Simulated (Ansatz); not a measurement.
# Mg₂Pd, space group I4/mmm: a charge-density difference against the sublattices

Program: Ansatz 0.2.0, Python API.

The script, `drho_mg2pd.py`:
```python
"""Density difference of Mg2Pd against its sublattices."""

import ansatz as az
import numpy as np

VECTORS = np.array([
    [-1.62003, 1.62003, 5.04011],
    [1.62003, -1.62003, 5.04011],
    [1.62003, 1.62003, -5.04011],
])
SITES = [
    ("Mg", (0.64722, 0.64722, 0.0)),
    ("Mg", (0.35278, 0.35278, 0.0)),
    ("Pd", (0.0, 0.0, 0.0)),
]


def make_crystal(cell):
    crystal = az.Crystal(lattice=az.Lattice.of(cell))
    for symbol, position in SITES:
        crystal = crystal.atom(symbol, position)
    return crystal


def main() -> None:
    # one cutoff and one grid for all runs, so that the fields can be subtracted
    def solve(crystal):
        return (
            crystal.calculation()
            .functional("LDA")
            .occupations("Marzari-Vanderbilt", width=0.1)
            .mixing("anderson")
            .eigensolver("davidson", mixed_precision=False)
            .scf(tolerance=1e-05, extra_bands=4)
            .basis(460, grid_basis="typed")  # a bare number is in eV
            .kpoints(12, 12, 12)
            .density()  # keep the density on its grid
            .run(threads=1)
        )


    whole = solve(make_crystal(VECTORS))
    difference = whole.density().channels[0].density_e_per_ang3.copy()
    binding = whole.report["free_energy_ev"]
    for element in ["Mg", "Pd"]:
        part = az.Crystal(lattice=az.Lattice.of(VECTORS))
        for symbol, position in SITES:
            if symbol == element:
                part = part.atom(symbol, position)
        alone = solve(part)
        difference -= alone.density().channels[0].density_e_per_ang3
        binding -= alone.report["free_energy_ev"]
        print(f"{element} sublattice: {alone.report['n_electrons']:g} electrons, {alone.report['n_iterations']} iterations")

    voxel = abs(np.linalg.det(VECTORS)) / difference.size
    print(f"energy of the crystal less its unpolarised sublattices: {binding / len(SITES):.4f} eV/atom")
    print(f"net charge of the difference {difference.sum() * voxel:.5f} e, charge rearranged {0.5 * np.abs(difference).sum() * voxel:.3f} e")
    print(f"extremes {difference.min():.4f} and {difference.max():.4f} e/A^3")
    for (symbol, position) in SITES:
        index = tuple(int(round(p * n)) % n for p, n in zip(position, difference.shape))
        print(f"  change of the pseudo-density at the grid point nearest {symbol}: {difference[index]:+.4f} e/A^3")


if __name__ == "__main__":
    main()
```

```console
$ python drho_mg2pd.py
Mg sublattice: 20 electrons, 5 iterations
Pd sublattice: 18 electrons, 6 iterations
energy of the crystal less its unpolarised sublattices: -1.8238 eV/atom
net charge of the difference 0.00000 e, charge rearranged 0.473 e
extremes -0.2679 and 0.1452 e/A^3
  change of the pseudo-density at the grid point nearest Mg: -0.0089 e/A^3
  change of the pseudo-density at the grid point nearest Mg: -0.0089 e/A^3
  change of the pseudo-density at the grid point nearest Pd: +0.0735 e/A^3
```

What to keep in mind:
- These settings explore the input space; cutoff and mesh may be short of convergence.
- The fields are valence quantities on the plane-wave grid; their values near the nuclei depend on the potentials.
- This cell is a computed structure, which may not be the phase found in nature.
- Charge moved counts every rearrangement, bonding and polarisation too, and is no transfer between atoms; the bare sublattices are artificial references. Values near the nuclei depend on the potentials.
- Run time: 18 s on 1 thread of Arm Neoverse V2, with other jobs on the host, peak memory 0.45 GiB.
